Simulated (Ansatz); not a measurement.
**BGe (quartet): wave-function methods side by side at distance Ge1–B2 = 4.291 Å, cc-pVDZ**

Aim: climb from Hartree-Fock through coupled cluster and multireference methods for BGe (quartet) at one geometry and basis, and see what each rung misses.

The runs use Ansatz 0.2.0, Gaussian basis; cc-pVDZ, core rule «outside noble gas», up to 15 orbitals frozen.

The runs, in order: UHF; CCSD(T) on ROHF; CCSD(T) on UHF; BCCD(T) on ROHF; CISD; CCSDT(Q) on ROHF; CCSDT(Q) on UHF; CASSCF and MRCISD+Q, 5 electrons in 5 orbitals; CASSCF and NEVPT2, 5 electrons in 5 orbitals; CASSCF and MRCISD+Q, 7 electrons in 8 orbitals; CASSCF and MRCISD+Q(relaxed), 7 electrons in 8 orbitals; CASSCF and NEVPT2, 7 electrons in 8 orbitals; Full CI.

16 further runs of the same task are left out: 1 for a known fault of the program, 11 that didn't finish, 4 set aside as unsound or not needed.

## Step 1: The geometry

The geometry derives from a PBE0/def2-TZVP stationary point (not a proven minimum). One bond is set to the value named and the two fragments are kept rigid. No spin-orbit coupling is included. The filled d shell of Ge may be among the frozen orbitals whatever the setting's name suggests; the logs give the count.

2 atoms, charge 0, spin multiplicity 4.

Atoms are counted from 1 here; the program's logs count them from 0.

No contacts short enough for the rule that draws bonds.

As a file:

```xyz
2
BGe
Ge    0.00000    0.00000    0.00000
B     0.00000    0.00000    4.29100
```

## Step 2: UHF

Input file in.yaml:

```yaml
crystal:
  periodic: [false, false, false]
  atoms:
    - {symbol: Ge, position_ang: [0.000000, 0.000000, 0.000000]}
    - {symbol: B, position_ang: [0.000000, 0.000000, 4.291000]}
basis:
  gaussian: {orbitals: cc-pVDZ}
magnetization: {spin_polarized: true, initial_magnetization: 3}
hamiltonian: {xc: hf}
output: {orbitals: {seedname: orbitals}}
```

Launch:

```
> ansatz run in.yaml --threads 1 --pin off --events-out ev --progress --plain --max-ram 2393MiB
```

Further steps of the session: CCSD(T) on ROHF; CCSD(T) on UHF; BCCD(T) on ROHF; CISD; CCSDT(Q) on ROHF; CCSDT(Q) on UHF; CASSCF and MRCISD+Q, 5 electrons in 5 orbitals; CASSCF and NEVPT2, 5 electrons in 5 orbitals; CASSCF and MRCISD+Q, 7 electrons in 8 orbitals; CASSCF and MRCISD+Q(relaxed), 7 electrons in 8 orbitals; CASSCF and NEVPT2, 7 electrons in 8 orbitals; Full CI.

**Question.** What will the summary of the whole plan be? Wanted: FCI below the RHF energy; RMP2 from FCI; UMP2 from FCI; RCCSD from FCI; RCCSD(T) from FCI; UCCSD(T) from FCI; RCCSDT(Q) from FCI; UCCSDT(Q) from FCI; NEVPT2 pair from FCI.

The runs gave:

```
                         quantity                                                value
         FCI below the RHF energy                                           -3.4165 eV
                    RMP2 from FCI                                          +1146.4 meV
                    UMP2 from FCI                                          +1131.2 meV
                   RCCSD from FCI                                           +106.5 meV
                RCCSD(T) from FCI                                            +57.9 meV
                UCCSD(T) from FCI                                            +48.4 meV
               RCCSDT(Q) from FCI                                            +14.3 meV
               UCCSDT(Q) from FCI                                             +8.8 meV
             NEVPT2 pair from FCI                                           +999.3 meV
           MRCISD+Q pair from FCI                                            -19.3 meV
levels within 1 kcal/mol (43 meV)  RCCSDT, UCCSDT, RCCSDT(Q), UCCSDT(Q), MRCISD+Q pair
                    T1 diagnostic                                                0.021
   effectively unpaired electrons                                                 3.36
```

In words: RCCSD(T) misses by +57.9 meV, 1.7 % of the correlation energy. MRCISD+Q pair falls below full CI: the +Q correction isn't variational, and the cores differ from full CI's. The occupations show some static correlation. Of the multireference levels listed MRCISD+Q pair comes nearest in total energy (-19.3 meV), which doesn't show that its space is the better one. These misses are within one basis, not against nature; the frozen cores of restricted and unrestricted runs differ, which can shift their rows.
